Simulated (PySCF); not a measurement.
# Ir3 (Ir3): the cost of one run

Method: PBE0, Ir def2-SVP with ECP60; scalar-relativistic core potentials, no spin–orbit coupling; program: PySCF 2.14.0.

5 further runs of the same task are left out: 2 for a known fault of the program, 2 that didn't finish, 1 set aside as unsound or not needed. Runs told in other sessions of the task aren't counted.

## (1) The starting structure

3 atoms, charge 0, spin multiplicity 4.

Bond lengths: Ir1–Ir2 2.316 Å, Ir2–Ir3 2.475 Å. Angles: Ir1–Ir2–Ir3 180.0°.

Coordinates:

```xyz
3

Ir    0.0000    0.0000    2.3692
Ir    0.0000    0.0000    0.0527
Ir    0.0000    0.0000   -2.4219
```

An earlier session relaxed this geometry at PBE0, Ir def2-SVP with ECP60 (quartet, point group C∞v).

Its energy there is -312.852438 Eh.

## (2) Multiplicity 2 at the relaxed geometry

Input file run.py (the lines that set the calculation):

```python
mol = gto.M(atom='''
Ir     0.00000     0.00000     2.36918
Ir     0.00000     0.00000     0.05270
Ir     0.00000     0.00000    -2.42188''',
    basis={'Ir': 'def2-SVP'},
    ecp={'Ir': 'def2-SVP'},
    charge=0, spin=1)
mf = dft.UKS(mol, xc='PBE0')
mf.grids.atom_grid = (50, 194)
mf = mf.density_fit()  # fitting sets: Ir def2-universal-JKFIT
mf.conv_tol = 1e-08; mf.max_cycle = 55
mf.kernel(dm0)  # dm0: free metal ions and neutral atoms
```

Launch:

```
> OMP_NUM_THREADS=2 python run.py
```

**Question.** How long does this run take on 2 threads of Arm Neoverse V1, shared host?

About 3.1 s.
